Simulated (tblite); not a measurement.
# C5H7Cl2O: the cost of one run

The runs use tblite 0.8.0 and PySCF 2.14.0, with density-fitted response routines of our own; the level of theory stands in each step. All values are computed, except where a source is named. Atoms are numbered from 0 throughout.

**1. The molecule as given**

15 atoms, charge 0, multiplicity 2; geometry from: force field or distance geometry start.

Bonds of the start (Å): C0–C1 1.33, C1–C2 1.43, C2–C3 1.50, C3–Cl4 1.79, C3–Cl5 1.80, C3–C6 1.55, C6–O7 1.44, C0–H8 1.08, C0–H9 1.09, C1–H10 1.10, C2–H11 1.09, C6–H12 1.11, C6–H13 1.09, O7–H14 0.97.

**2. Relaxing the molecule with GFN2-xTB**

The job: settings as JSON, then the geometry in Å.

```
{"job": {"kind": "relax", "xc": "GFN2-xTB", "basis": "xTB"}, "charge": 0, "multiplicity": 2}
C      2.368800     1.391400    -0.955500
C      1.729000     0.349100    -0.422100
C      0.306500     0.271400    -0.281200
C     -0.432800    -0.874100     0.339000
Cl    -0.007900    -2.410800    -0.484800
Cl     0.048400    -1.017100     2.072300
C     -1.968800    -0.699000     0.283400
O     -2.427000     0.473600     0.979000
H      3.448400     1.405700    -1.030100
H      1.820900     2.258400    -1.329000
H      2.320200    -0.496900    -0.048900
H     -0.295400     1.120100    -0.620900
H     -2.491800    -1.562100     0.736600
H     -2.303200    -0.615900    -0.754800
H     -2.119800     0.414100     1.897900
```

Command:

```
$ OMP_NUM_THREADS=1 python probes_run.py task.json out
```

One launch serves the whole session: the jobs run in the order shown.

**Question.** How long does this first job take on 1 thread of AMD EPYC, shared host?

About 2.2 s.
